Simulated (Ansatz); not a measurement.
# Ta3P3N: the cost of one run

Computed with Ansatz 0.2.0 (DFT PBE, scalar-relativistic, plane waves, PAW, unless a step's input says otherwise).

## Step 1: The starting structure

Symmetry: Pm-3m, No. 221, cubic system. The conventional cell has a = 5.021 Å, b = 5.021 Å, c = 5.021 Å, α = 90.00°, β = 90.00°, γ = 90.00°. Ta (site symmetry 4/mmm) is surrounded by 4 P at 2.51 Å and 2 N at 2.51 Å. Around P (site symmetry 4/mmm) lie 4 Ta at 2.51 Å. N (site symmetry m-3m) has 6 Ta at 2.51 Å as nearest neighbours.

Coordinates:

```
Ta P N
1.0
     5.02081    0.00000    0.00000
     0.00000    5.02081    0.00000
     0.00000    0.00000    5.02081
Ta P N
3 3 1
Direct
  0.50000 0.00000 0.00000
  0.00000 0.50000 0.00000
  0.00000 0.00000 0.50000
  0.00000 0.50000 0.50000
  0.50000 0.00000 0.50000
  0.50000 0.50000 0.00000
  0.00000 0.00000 0.00000
```

A structure generator made this guess: species swapped into a database cell of Ca3AsBr3 (Pm-3m, No. 221), with Ta on the Ca sites, N on the As sites and P on the Br sites. Lengths come from tabulated atomic sizes and are only a guess.

## Step 2: The guess as it stands, on a coarse mesh

input.yaml

```yaml
crystal:
  lattice:
    - [5.0208122, 0.0, 0.0]
    - [0.0, 5.0208122, 0.0]
    - [0.0, 0.0, 5.0208122]
  atoms:
    - { symbol: Ta, position: [0.5, 0.0, 0.0] }
    - { symbol: Ta, position: [0.0, 0.5, 0.0] }
    - { symbol: Ta, position: [0.0, 0.0, 0.5] }
    - { symbol: P, position: [0.0, 0.5, 0.5] }
    - { symbol: P, position: [0.5, 0.0, 0.5] }
    - { symbol: P, position: [0.5, 0.5, 0.0] }
    - { symbol: "N", position: [0.0, 0.0, 0.0] }
basis:
  ecutwfc: 420
kpoints:
  mp_grid: { grid: [4, 4, 4] }
hamiltonian:
  xc: pbe
scf:
  occupations: { method: gaussian, width: 0.1 }
  lower_state_search: "off"
output:
  forces: true
  stress: true
  eigenvalues: true
```

On the command line:

```console
ansatz run input.yaml --threads 1 --pin off --max-ram 2048MiB --backend cpu --events-out ev --progress --plain --runs-dir out
```

Q: Estimate wall time and peak memory on 1 thread of Arm Neoverse V2, shared host.

About 3.4 s, with a peak of 0.36 GiB.
